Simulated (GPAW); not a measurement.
Input of a GPAW 26.7.0 run:

Contents of In3As.cif:

```cif
data_In3As
_cell_length_a 4.67168100
_cell_length_b 4.67168100
_cell_length_c 4.67168100
_cell_angle_alpha 90.00000000
_cell_angle_beta 90.00000000
_cell_angle_gamma 90.00000000
_space_group_name_H-M_alt 'P1'
_space_group_name_Hall 'P 1'
_space_group_IT_number 1
loop_
_space_group_symop_operation_xyz
'x,y,z'
loop_
_atom_site_label
_atom_site_type_symbol
_atom_site_symmetry_multiplicity
_atom_site_Wyckoff_symbol
_atom_site_fract_x
_atom_site_fract_y
_atom_site_fract_z
_atom_site_occupancy
In1 In 1 a 0.5000000000 0.5000000000 0.0000000000 1
In2 In 1 a 0.5000000000 0.0000000000 0.5000000000 1
In3 In 1 a 0.0000000000 0.5000000000 0.5000000000 1
As1 As 1 a 0.0000000000 0.0000000000 0.0000000000 1
```

Potentials or basis: GPAW PAW data sets (gpaw-data 1.2.1), pw.

The run is started by

```sh
$ OMP_NUM_THREADS=1 gpaw run In3As.cif -p 'mode=PW(600),xc=PBE,kpts={size:(6,6,6),gamma:True},occupations={name:fermi-dirac,width:0.05},nbands=36,convergence={density:1e-05,energy:1e-05},maxiter=150,txt=gpaw.txt' --properties efs -w gs.gpw
```

(1) What does it give for the pressure?

(2) Estimate the band gap on the k mesh.

Answers

(1) 0.3 GPa.

(2) none (metal or under the smearing width).
